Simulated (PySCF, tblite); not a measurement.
**C6H9NSi: dynamics, then NMR shifts on frames**

Aim: move C6H9NSi (`[SiH3]Cc1ccncc1`) away from its starting geometry and see how NMR shifts follow the geometry.

The runs use tblite 0.8.0 and PySCF 2.14.0, with density-fitted response routines of our own; the level of theory stands in each step. All values are computed, except where a source is named. Atoms are numbered from 0 throughout.

**1. The starting structure**

17 atoms, charge 0, multiplicity 1; geometry from: GFN2-xTB.

Bonds of the start (Å): Si0–C1 1.91, C1–C2 1.49, C2–C3 1.39, C3–C4 1.38, C4–N5 1.32, N5–C6 1.32, C6–C7 1.38, C7–C2 1.39, Si0–H8 1.46, Si0–H9 1.46, Si0–H10 1.46, C1–H11 1.09, C1–H12 1.09, C3–H13 1.08, C4–H14 1.08, C6–H15 1.08, C7–H16 1.08.

**2. Dynamics with GFN2-xTB**

The job: settings as JSON, then the geometry in Å.

```
{"job": {"kind": "md", "xc": "GFN2-xTB", "basis": "xTB", "temperature": 200, "steps": 2000, "every": 50, "frames": 5}, "charge": 0, "multiplicity": 1}
Si     2.505129    -0.093976     0.513076
C      1.165139     0.092708    -0.841237
C     -0.188681     0.053223    -0.230739
C     -0.815267     1.210905     0.222937
C     -2.061517     1.113834     0.816160
N     -2.704336    -0.029684     0.985757
C     -2.111373    -1.132722     0.559885
C     -0.867745    -1.148278    -0.046416
H      3.814413    -0.049418    -0.139356
H      2.312339    -1.375228     1.192040
H      2.367271     1.007462     1.465746
H      1.314063     1.036799    -1.366107
H      1.273620    -0.713528    -1.567255
H     -0.335662     2.171748     0.107408
H     -2.576919     1.995644     1.175218
H     -2.667274    -2.048887     0.713888
H     -0.430199    -2.078572    -0.377635
```

Method: GFN2-xTB Langevin dynamics, gas phase.

On the command line:

```bash
OMP_NUM_THREADS=1 python probes_run.py task.json out
```

The driver reads the jobs from task.json and runs them one after another.

The log of the run:

```text
t/fs     T/K      E/eV
    0.0   172.7   -600.61702
   25.0   129.4   -600.41795
   50.0   158.4   -600.38052
   75.0   123.4   -600.39673
  100.0   109.6   -600.41870
  125.0   124.7   -600.31060
  150.0   131.3   -600.44393
  175.0   122.6   -600.34521
  200.0   160.8   -600.33841
  225.0   186.4   -600.29429
  250.0   157.7   -600.24337
  275.0   158.5   -600.28550
  300.0   186.6   -600.20881
  325.0   214.9   -600.32264
  350.0   147.4   -600.24690
  375.0   171.6   -600.31344
  400.0   142.3   -600.40319
  425.0   151.4   -600.32299
  450.0   206.1   -600.35649
  475.0   155.4   -600.29075
  500.0   202.2   -600.19718
  525.0   199.9   -600.12488
  550.0   181.1   -600.10307
  575.0   210.8   -600.02735
  600.0   207.1   -600.17446
  625.0   274.1   -600.18226
  650.0   224.2   -600.19039
  675.0   226.3   -600.29633
  700.0   170.9   -600.21338
  725.0   171.4   -600.31413
  750.0   131.3   -600.13125
  775.0   253.3   -600.39257
  800.0   173.3   -600.10754
  825.0   227.4   -600.26267
  850.0   152.4   -600.06577
  875.0   229.5   -600.26156
  900.0   214.2   -600.19016
  925.0   213.1   -600.28363
  950.0   201.8   -600.22191
  975.0   203.6   -600.12144
 1000.0   253.2   -600.21415
```

It took 41 s on 1 thread of Intel Xeon at 2.50GHz, shared host; peak memory 0.18 GiB.

Distance from the start (root mean square after alignment): 0 fs 0.00 Å, 200 fs 0.13 Å, 400 fs 0.20 Å, 600 fs 0.38 Å, 800 fs 0.16 Å, 1000 fs 0.17 Å.

Positions (Å) and forces (eV/Å) at 1000 fs:

```xyz
17

Si    1.672    0.832    1.169    0.965   -0.280   -1.403
C     0.475    0.523   -0.321   -0.157   -1.340    0.960
C    -0.874    0.285    0.282   -0.021    1.515   -0.890
C    -1.736    1.394    0.388   -0.579   -0.245    0.550
C    -2.951    1.202    1.036    0.300    0.864   -0.007
N    -3.273    0.045    1.548   -2.037   -0.305    0.458
C    -2.574   -1.032    1.315    0.940    0.448   -0.647
C    -1.338   -0.951    0.684   -0.621    0.175    0.223
H     2.824    1.365    0.338   -0.276   -0.287    0.692
H     2.003   -0.327    2.007   -0.070    0.014   -0.244
H     1.164    1.854    2.019   -0.359    0.604    0.441
H     0.501    1.401   -0.926   -0.176    0.537   -0.430
H     0.750   -0.344   -0.944    0.139    0.311    0.317
H    -1.555    2.404    0.051    0.553   -0.245   -0.261
H    -3.699    2.022    1.166    0.752   -0.710   -0.038
H    -3.029   -1.970    1.543   -0.073   -0.367    0.450
H    -0.804   -1.841    0.502    0.719   -0.688   -0.173
```

**3. Nuclear shieldings: 250 fs, PBE0/pcSseg-1**

The job: settings as JSON, then the geometry in Å.

```
{"job": {"kind": "nmr", "xc": "PBE0", "basis": "pcSseg-1", "pop": false}, "charge": 0, "multiplicity": 1}
Si     2.288200    -0.026900     0.527200
C      0.923800     0.007900    -0.839700
C     -0.407500     0.020100    -0.228000
C     -1.020600     1.215700     0.312500
C     -2.215500     1.161500     0.928300
N     -2.864800     0.012100     1.137800
C     -2.349300    -1.104300     0.645700
C     -1.141200    -1.136100    -0.078500
H      3.522600     0.357400    -0.155300
H      2.289100    -1.479300     0.959000
H      1.863200     0.896200     1.596300
H      1.074200     0.962200    -1.361100
H      1.012300    -0.789700    -1.527100
H     -0.508300     2.176400     0.241100
H     -2.726500     2.072700     1.244000
H     -2.964000    -1.899600     0.931700
H     -0.905100    -2.100400    -0.427800
```

With the program's defaults for keys left out, this is: GIAO PBE0/pcSseg-1 NMR shielding, non-relativistic, gas phase.

The log of the run:

```text
coarse grid: 14784 points
cycle   1  E = -577.6730318806  dE =  1.185e+00  |g| = 3.896e-01  |ddm| = 3.903e+00
cycle   2  E = -577.6654253653  dE =  7.607e-03  |g| = 4.518e-01  |ddm| = 1.037e+00
cycle   3  E = -577.7127518530  dE = -4.733e-02  |g| = 9.570e-02  |ddm| = 5.579e-01
cycle   4  E = -577.7142675238  dE = -1.516e-03  |g| = 4.412e-02  |ddm| = 1.115e-01
cycle   5  E = -577.7147303721  dE = -4.628e-04  |g| = 1.100e-02  |ddm| = 6.054e-02
cycle   6  E = -577.7147607707  dE = -3.040e-05  |g| = 4.011e-03  |ddm| = 1.432e-02
cycle   7  E = -577.7147645937  dE = -3.823e-06  |g| = 5.257e-04  |ddm| = 3.328e-03
final grid: 138520 points
cycle   8  E = -577.7602956932  dE = -3.597e-05  |g| = 6.842e-03  |ddm| = 3.704e-02
cycle   9  E = -577.7602943334  dE =  1.360e-06  |g| = 7.334e-03  |ddm| = 1.591e-02
cycle  10  E = -577.7603079437  dE = -1.361e-05  |g| = 8.624e-04  |ddm| = 8.168e-03
cycle  11  E = -577.7603080966  dE = -1.530e-07  |g| = 2.628e-04  |ddm| = 8.915e-04
cycle  12  E = -577.7603081109  dE = -1.424e-08  |g| = 3.916e-05  |ddm| = 2.202e-04
cycle  13  E = -577.7603081111  dE = -2.027e-10  |g| = 2.518e-05  |ddm| = 6.879e-05
converged SCF energy = -577.7603081111

GIAO shielding tensors (ppm)
atom      isotropic    diamagn.    paramagn.     s11        s22        s33       span
  0 Si     403.123     879.564    -476.441    362.074    400.479    446.817     84.744
  1 C      166.962     250.828     -83.866    152.437    155.111    193.338     40.901
  2 C       30.149     260.148    -229.999    -64.425    -25.085    179.958    244.383
  3 C       60.152     255.540    -195.387    -40.877     58.659    162.675    203.551
  4 C       32.517     251.545    -219.028    -80.357     35.723    142.184    222.540
  5 N      -96.369     332.782    -429.151   -417.824   -180.731    309.446    727.271
  6 C       25.918     250.017    -224.100    -91.082     21.381    147.454    238.535
  7 C       63.613     252.557    -188.943    -41.515     60.520    171.835    213.351
  8 H       27.347      28.740      -1.393     24.360     24.504     33.178      8.818
  9 H       27.019      28.571      -1.552     23.357     26.068     31.633      8.276
 10 H       27.788      29.481      -1.693     23.881     27.980     31.504      7.623
 11 H       28.988      31.568      -2.580     24.629     27.922     34.413      9.784
 12 H       30.050      32.439      -2.389     25.459     29.017     35.673     10.214
 13 H       24.692      33.824      -9.132     21.824     22.777     29.475      7.651
 14 H       22.739      28.863      -6.124     18.880     22.223     27.114      8.234
 15 H       22.916      30.317      -7.401     18.970     22.739     27.038      8.068
 16 H       24.903      34.334      -9.431     21.839     23.327     29.544      7.706
```

Wall time 64 s (1 thread of Intel Xeon at 2.50GHz, shared host); peak memory 0.84 GiB.

The references, computed at this level on geometries of the same kind, shield at (ppm): 1H TMS 31.72, 13C TMS 186.9, 29Si TMS 349.2, 15N NH3 267.7. Their shielding less the atom's gives the shift. The references are single molecules in the gas phase, so shifts against H2O, NH3, PH3, H3PO4 or CFCl3 are not on the usual liquid scales and can be off by tens of ppm. Each atom is listed at this fixed geometry, with no averaging over motion; a spectrum would average atoms that exchange fast.

```csv
atoms,environment,σ (ppm),δ (ppm)
C6,aromatic CH next to a ring nitrogen,25.9,161.0
C2,substituted aromatic carbon,30.1,156.8
C4,aromatic CH next to a ring nitrogen,32.5,154.4
C3,aromatic CH,60.2,126.8
C7,aromatic CH,63.6,123.3
C1,"sp3 CH2 bonded to Si, on an aromatic ring",167.0,20.0
H14,hydrogen on an aromatic CH next to a ring nitrogen,22.74,8.98
H15,hydrogen on an aromatic CH next to a ring nitrogen,22.92,8.80
H13,hydrogen on an aromatic CH,24.69,7.02
H16,hydrogen on an aromatic CH,24.90,6.81
H9,hydrogen on a silicon bonded to C,27.02,4.70
H8,hydrogen on a silicon bonded to C,27.35,4.37
H10,hydrogen on a silicon bonded to C,27.79,3.93
H11,"hydrogen on an sp3 CH2 bonded to Si, on an aromatic ring",28.99,2.73
H12,"hydrogen on an sp3 CH2 bonded to Si, on an aromatic ring",30.05,1.67
Si0,"silicon bonded to C, 3 H",403.1,-54.0
N5,pyridine-type ring nitrogen,-96.4,364.1
```

Ring of atoms C2, C3, C4, N5, C6, C7: NICS(0) -7.2, NICS(1) -10.8, NICS(1)zz -26.8 ppm (means of both faces).

**4. Nuclear shieldings: 425 fs, PBE0/pcSseg-1**

The job: settings as JSON, then the geometry in Å.

```
{"job": {"kind": "nmr", "xc": "PBE0", "basis": "pcSseg-1", "pop": false}, "charge": 0, "multiplicity": 1}
Si     2.232800     0.185500     0.570800
C      0.840400     0.278700    -0.729400
C     -0.471000     0.156600    -0.045500
C     -1.083100     1.303300     0.486700
C     -2.319500     1.127800     1.089100
N     -2.975700     0.018300     1.232300
C     -2.360300    -1.073700     0.811900
C     -1.142000    -1.029200     0.159800
H      3.583700     0.126000    -0.162500
H      2.004900    -0.972600     1.494800
H      2.302900     1.468400     1.399300
H      0.991200     1.189200    -1.277300
H      0.955200    -0.548200    -1.434300
H     -0.655700     2.305200     0.506800
H     -2.812200     1.963800     1.559000
H     -2.895400    -1.968200     0.840800
H     -0.718200    -1.952200    -0.239700
```

Method: GIAO PBE0/pcSseg-1 NMR shielding, non-relativistic, gas phase.

The log of the run:

```text
coarse grid: 14784 points
cycle   1  E = -577.6845581315  dE =  1.224e+00  |g| = 3.716e-01  |ddm| = 3.902e+00
cycle   2  E = -577.6814569554  dE =  3.101e-03  |g| = 4.119e-01  |ddm| = 9.799e-01
cycle   3  E = -577.7207776504  dE = -3.932e-02  |g| = 8.472e-02  |ddm| = 5.164e-01
cycle   4  E = -577.7218961566  dE = -1.119e-03  |g| = 4.083e-02  |ddm| = 9.838e-02
cycle   5  E = -577.7222858685  dE = -3.897e-04  |g| = 1.040e-02  |ddm| = 5.635e-02
cycle   6  E = -577.7223128414  dE = -2.697e-05  |g| = 4.056e-03  |ddm| = 1.414e-02
cycle   7  E = -577.7223168075  dE = -3.966e-06  |g| = 4.161e-04  |ddm| = 3.334e-03
final grid: 138520 points
cycle   8  E = -577.7674951828  dE = -3.403e-05  |g| = 6.867e-03  |ddm| = 3.548e-02
cycle   9  E = -577.7674934557  dE =  1.727e-06  |g| = 7.457e-03  |ddm| = 1.608e-02
cycle  10  E = -577.7675075819  dE = -1.413e-05  |g| = 8.527e-04  |ddm| = 8.295e-03
cycle  11  E = -577.7675077326  dE = -1.508e-07  |g| = 2.715e-04  |ddm| = 9.509e-04
cycle  12  E = -577.7675077486  dE = -1.598e-08  |g| = 5.061e-05  |ddm| = 2.499e-04
cycle  13  E = -577.7675077489  dE = -2.763e-10  |g| = 3.612e-05  |ddm| = 8.239e-05
cycle  14  E = -577.7675077493  dE = -3.615e-10  |g| = 3.662e-06  |ddm| = 3.822e-05
converged SCF energy = -577.7675077493

GIAO shielding tensors (ppm)
atom      isotropic    diamagn.    paramagn.     s11        s22        s33       span
  0 Si     404.117     878.673    -474.556    361.801    386.663    463.887    102.087
  1 C      167.208     250.713     -83.505    146.834    159.667    195.124     48.290
  2 C       34.199     260.446    -226.248    -65.217    -13.278    181.091    246.308
  3 C       57.284     254.332    -197.048    -54.623     61.735    164.741    219.363
  4 C       32.443     249.757    -217.314    -74.182     26.039    145.473    219.655
  5 N      -73.290     333.949    -407.239   -373.117   -162.885    316.132    689.249
  6 C       32.773     251.100    -218.327    -78.381     25.771    150.930    229.311
  7 C       61.486     255.363    -193.877    -44.168     63.274    165.352    209.520
  8 H       26.469      27.288      -0.819     23.470     23.943     31.994      8.524
  9 H       27.365      28.569      -1.204     23.685     26.721     31.687      8.001
 10 H       26.824      28.328      -1.504     23.324     25.925     31.223      7.899
 11 H       29.636      31.738      -2.103     25.554     27.989     35.363      9.809
 12 H       29.493      31.772      -2.279     24.803     28.381     35.295     10.492
 13 H       24.276      33.280      -9.004     21.569     21.864     29.395      7.826
 14 H       23.146      28.598      -5.452     18.467     23.402     27.569      9.102
 15 H       23.521      30.535      -7.014     20.125     22.394     28.044      7.919
 16 H       24.591      33.975      -9.385     21.472     22.836     29.463      7.991
```

Run time: 68 s. Hardware: 1 thread of Intel Xeon at 2.50GHz, shared host; peak memory 0.91 GiB.

This run: δ C4 154.5, C6 154.2, C2 152.7, C3 129.6, H14 8.57, H15 8.20 ppm.

(Part 1 of 2 ends here.)
